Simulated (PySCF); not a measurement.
# GeCl2 (SMILES Cl[Ge]Cl) at M06-L/aug-cc-pVDZ

What is the energy change on altering one bond length of GeCl2 at M06-L/aug-cc-pVDZ? 

Program for the calculation: PySCF 2.14.0.

2 further runs of the same task are left out: 2 set aside as unsound or not needed.

### Step 1. The system as given

GeCl2 has 3 atoms, charge 0, and is taken as a singlet. SMILES: `Cl[Ge]Cl`. Geometry: relaxed at PBE0-D4/def2-TZVP.

Bond lengths: Cl1–Ge2 2.182 Å, Ge2–Cl3 2.182 Å. Angles: Cl1–Ge2–Cl3 100.0°.

### Step 2. A single-point energy at M06-L/aug-cc-pVDZ

Contents of calc.py:

```python
from pyscf import gto, dft

mol = gto.M(
    atom=[
    ('Cl', (-0.065420, -1.681680, 0.422740)),
    ('Ge', (-0.421210, 0.067170, -0.832020)),
    ('Cl', (0.486630, 1.614500, 0.409270)),
],
    basis='aug-cc-pvdz',
    charge=0,
    max_memory=1860,
    verbose=3,
)

mf = dft.RKS(mol)
mf.xc = 'm06-l'
mf.conv_tol = 1e-10
mf.grids.level = 5
mf.kernel()
if not mf.converged:
    mf = mf.newton().run(mf.mo_coeff, mf.mo_occ)

etot = mf.e_tot
print('E = %.10f Eh' % etot)
```

Started as:

```console
$ OMP_NUM_THREADS=1 python calc.py
```

Standard output:

```text
converged SCF energy = -2997.41387583994
E = -2997.4138758399 Eh
```

Wall time 37 s (1 thread of AMD EPYC (Zen 3), shared host); peak memory 0.46 GiB.

### Step 3. The distorted shape, same level

Contents of run.py:

```python
from pyscf import gto, dft

mol = gto.M(
    atom='''
Cl     0.414243    -5.821757     2.695759
Ge    -0.795972     0.126933    -1.572290
Cl     0.919597     3.050963     0.773408
''',
    spin=0,
    verbose=3,
    max_memory=1860,
    unit='bohr',
    basis='aug-cc-pvdz',
)

calc0 = dft.RKS(mol, xc='m06-l')
calc0.conv_tol = 1e-10
calc0.grids.level = 5
calc0.kernel()
if not calc0.converged:
    calc0 = calc0.newton().run(calc0.mo_coeff, calc0.mo_occ)

energy = calc0.e_tot
print('E(%s) = %.9f' % ('M06-L', energy))
```

Started as:

```console
$ OMP_NUM_THREADS=1 python run.py
```

Standard output:

```text
converged SCF energy = -2997.3063695991
E(M06-L) = -2997.306369599
```

Run time: 64 s. Hardware: 1 thread of AMD EPYC (Zen 3), shared host; peak memory 0.46 GiB.

### Step 4. What came out

Level: M06-L/aug-cc-pVDZ.

| quantity | value |
| --- | --- |
| first shape: total energy | -2997.41388 Eh |
| first shape: dipole moment | 2.15 D |
| first shape: HOMO energy | -7.25 eV |
| first shape: LUMO energy | -3.68 eV |
| first shape: HOMO–LUMO gap | 3.57 eV |
| distorted shape: total energy | -2997.30637 Eh |
| distorted shape: dipole moment | 9.49 D |
| distorted shape: HOMO energy | -5.63 eV |
| distorted shape: LUMO energy | -5.39 eV |
| distorted shape: HOMO–LUMO gap | 0.25 eV |
| energy change with the Cl1–Ge2 bond stretched from 2.182 to 3.927 Å | 2.925 eV |

**Reading.** One bond (distorted shape) is far stretched, which a spin-restricted single reference describes badly; a broken-symmetry solution may lie lower. With the Cl1–Ge2 bond stretched from 2.182 to 3.927 Å the energy rises by 2.93 eV (282 kJ/mol). The first shape isn't relaxed at this level, so the change isn't measured from a minimum. A restricted reference can't describe the breaking bond well at this length.
